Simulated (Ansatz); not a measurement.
# FH3MoO3S: small, medium and large basis sets

An exercise on one series of results from a longer session: the logs are not shown, and one member is left open.

Computed with Ansatz 0.2.0, Gaussian basis. Level: one geometry, several basis sets.

Plan: PBE0-D4/def2-SVP; ωB97M-V/def2-SVP; PBE0-D4/def2-QZVPP; ωB97M-V/def2-QZVPP; the functionals' def2-TZVPP values are taken from earlier runs.

### Structure used throughout

An earlier PBE0-D4 in a triple-zeta def2 set relaxation fixed the geometry. Mo takes the def2 core potential; no spin-orbit term is included.

SMILES `[OH][Mo]([OH])([OH])([F])=[S]`, 9 atoms, charge 0, spin multiplicity 1.

Atoms are counted from 1 here; the program's logs count them from 0.

Bond lengths: O1–Mo2 1.879 Å, O1–H7 0.963 Å, Mo2–O3 1.850 Å, Mo2–O4 1.879 Å, Mo2–F5 1.909 Å, Mo2–S6 2.087 Å, O3–H8 0.963 Å, O4–H9 0.963 Å. Angles: Mo2–O1–H7 116.0°, O1–Mo2–O3 90.7°, O1–Mo2–O4 138.3°, O1–Mo2–F5 80.7°, O1–Mo2–S6 110.1°, O3–Mo2–O4 90.6°, O3–Mo2–F5 154.9°, O3–Mo2–S6 103.3°, O4–Mo2–F5 80.7°, O4–Mo2–S6 110.1°, F5–Mo2–S6 101.8°, Mo2–O3–H8 124.2°, Mo2–O4–H9 115.9°.

The first run:

Input file in.yaml:

```yaml
crystal:
  periodic: [false, false, false]
  atoms:
    - {symbol: O, position_ang: [1.556286, -0.255979, 0.858567]}
    - {symbol: Mo, position_ang: [-0.112840, 0.263703, 0.170534]}
    - {symbol: O, position_ang: [-0.962353, -1.012948, 1.205218]}
    - {symbol: O, position_ang: [-1.220321, -0.151947, -1.289242]}
    - {symbol: F, position_ang: [1.008477, 0.871334, -1.250285]}
    - {symbol: S, position_ang: [-0.715053, 2.064299, 1.036635]}
    - {symbol: H, position_ang: [2.325615, 0.007983, 0.343436]}
    - {symbol: H, position_ang: [-0.889763, -1.962315, 1.061198]}
    - {symbol: H, position_ang: [-0.901648, 0.129469, -2.153060]}
basis:
  gaussian: {orbitals: def2-SVP}
hamiltonian: {xc: pbe0, dispersion: d4}
output: {orbitals: {seedname: orbitals}}
```

Started as:

```console
ansatz run in.yaml --threads 4 --pin off --events-out ev --progress --plain --max-ram 11315MiB
```

Among the steps run: PBE0-D4 in def2-SVP; ωB97M-V in def2-SVP; PBE0-D4 in def2-QZVPP; ωB97M-V in def2-QZVPP.

One table of the session follows, with a row left open; its other results are not shown here.

It belongs to the step «Functionals by basis». 

| functional | basis | HOMO (eV) | LUMO (eV) |
| --- | --- | --- | --- |
| PBE0-D4 | def2-SVP | -8.05 | -3.44 |
| PBE0-D4 | def2-TZVPP | -8.10 | -3.45 |
| PBE0-D4 | def2-QZVPP | -8.11 | -3.46 |
| ωB97M-V | def2-SVP | -10.15 | -1.23 |
| ωB97M-V | def2-TZVPP | ? | ? |
| ωB97M-V | def2-QZVPP | -10.25 | -1.30 |

Estimate the missing values for ωB97M-V, def2-TZVPP.

**Answer.** HOMO (eV): -10.23; LUMO (eV): -1.28. In the column «HOMO (eV)» it lies between ωB97M-V, def2-QZVPP (-10.25) and ωB97M-V, def2-SVP (-10.15).
